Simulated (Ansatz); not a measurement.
# NiO2: the cost of one run

Method: DFT r2SCAN, scalar-relativistic, plane waves, PAW, in Ansatz 0.2.0.

## Step 1: The system as given

The structure is trigonal, space group P-3m1 (No. 164). Conventional cell: a = 2.799 Å, b = 2.799 Å, c = 4.618 Å, α = 90.00°, β = 90.00°, γ = 120.00°. Around Ni (site symmetry -3m) lie 6 O at 1.88 Å. O (site symmetry 3m) has 3 Ni at 1.88 Å as nearest neighbours.

Coordinates:

```cif
data_structure
_symmetry_space_group_name_H-M 'P 1'
_symmetry_Int_Tables_number 1
_cell_length_a 2.7988
_cell_length_b 2.7988
_cell_length_c 4.6183
_cell_angle_alpha 90.000
_cell_angle_beta 90.000
_cell_angle_gamma 120.000
_cell_volume 31.33
loop_
_atom_site_label
_atom_site_type_symbol
_atom_site_fract_x
_atom_site_fract_y
_atom_site_fract_z
_atom_site_occupancy
Ni1 Ni 0.00000 0.00000 0.50000 1
O1 O 0.66667 0.33333 0.70604 1
O2 O 0.33333 0.66667 0.29396 1
```

(A quick probe on a coarse mesh, which set the mesh and smearing, is not shown.)

## Step 3: Coarse relaxation

Contents of input.yaml:

```yaml
crystal:
  lattice:
    - [2.798781865, 0.0, 0.0]
    - [-1.3993909325, 2.4238161948, 0.0]
    - [0.0, 0.0, 4.618273]
  atoms:
    - { symbol: Ni, position: [0.0, 0.0, 0.5] }
    - { symbol: O, position: [0.66666667, 0.33333333, 0.706039] }
    - { symbol: O, position: [0.33333333, 0.66666667, 0.293961] }
basis:
  ecutwfc: 500
kpoints:
  mp_grid: { grid: [6, 6, 4] }
hamiltonian:
  xc: r2scan
scf:
  occupations: { method: gaussian, width: 0.1 }
  lower_state_search: "off"
output:
  forces: true
  stress: true
  eigenvalues: true
relax:
  adjacent_minimum: "off"
  f_tol: 0.04
  max_steps: 70
  cell: { stress_tol: 0.4 }
```

On the command line:

```console
ansatz run input.yaml --threads 1 --pin off --max-ram 2560MiB --backend cpu --events-out ev --progress --plain --runs-dir out
```

Q: Estimate wall time and peak memory on 1 thread of Arm Neoverse N1, shared host.

About 23 s, with a peak of 0.39 GiB.
